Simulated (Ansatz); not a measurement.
LiRe3: single point with PBE

The system is LiRe3.

```
Re Li
1.0
     0.00000    3.05288    3.05288
     3.05288    0.00000    3.05288
     3.05288    3.05288    0.00000
Re Li
3 1
Direct
  0.50183 0.50622 0.48578
  0.26521 0.24415 0.24307
  0.75171 0.74823 0.75146
  0.01062 0.98880 0.99404
```

The cell comes from a database or a generator and needn't be the stable form of this composition.

The cell isn't the ideal one: atoms moved at random, drawn with an rms of 0.05 Å.

| Item | Value |
| --- | --- |
| Program | Ansatz 0.2.0 |
| Task | single point |
| Functional | PBE |
| Potentials or basis | Ansatz PAW |
| Cutoff | 420 eV (not typed: the program's choice for these potentials) |
| k mesh | 8 × 8 × 8 |
| Occupations | fermi-dirac, width 0.05 eV |
| Spin | no spin polarisation |

```
Pressure               : -2.4 GPa
Largest force          : 0.571 eV/Å
Band gap on the k mesh : none (metal or under the smearing width)
```

Forces on the atoms (eV/Å):
```
Re   0.053  0.554 -0.131
Re   0.158 -0.368 -0.178
Re  -0.390 -0.189  0.218
Li   0.179  0.004  0.091
```

Stress tensor (GPa, compression positive):
```
-2.44  0.50  0.26
 0.50 -2.34 -0.68
 0.26 -0.68 -2.42
```

Levels at points of the mesh, in eV from the Fermi level:
```
              k point  band 20  band 21  band 22  band 23  band 24  band 25  band 26  band 27  band 28  band 29
   (0.00, 0.00, 0.00)    -2.79    -2.74    -2.74     1.73     1.78     1.90     1.91     1.94     2.79     2.80
  (0.00, 0.00, -0.50)    -3.60    -2.00    -1.94    -0.88    -0.77    -0.69     1.73     1.82     2.29     2.40
  (0.00, -0.50, 0.00)    -3.58    -1.99    -1.92    -0.92    -0.78    -0.70     1.72     1.81     2.25     2.40
 (0.00, -0.50, -0.50)    -2.93    -1.47    -0.97    -0.80     0.65     0.68     1.14     1.43     2.64     2.73
  (-0.50, 0.00, 0.00)    -3.49    -1.91    -1.88    -0.94    -0.90    -0.87     1.69     1.72     2.21     2.27
 (-0.50, 0.00, -0.50)    -3.03    -1.26    -0.97    -0.95     0.64     0.69     1.06     1.50     2.61     2.65
 (-0.50, -0.50, 0.00)    -2.93    -1.46    -0.97    -0.80     0.64     0.68     1.16     1.43     2.62     2.73
(-0.50, -0.50, -0.50)    -3.56    -1.99    -1.90    -0.94    -0.81    -0.71     1.70     1.81     2.24     2.39
```

Run time: 14 s on 2 threads of Arm Neoverse V1, on a shared host, peak memory 0.62 GiB.

The run has no spin-orbit coupling, so splittings on Re are missing.
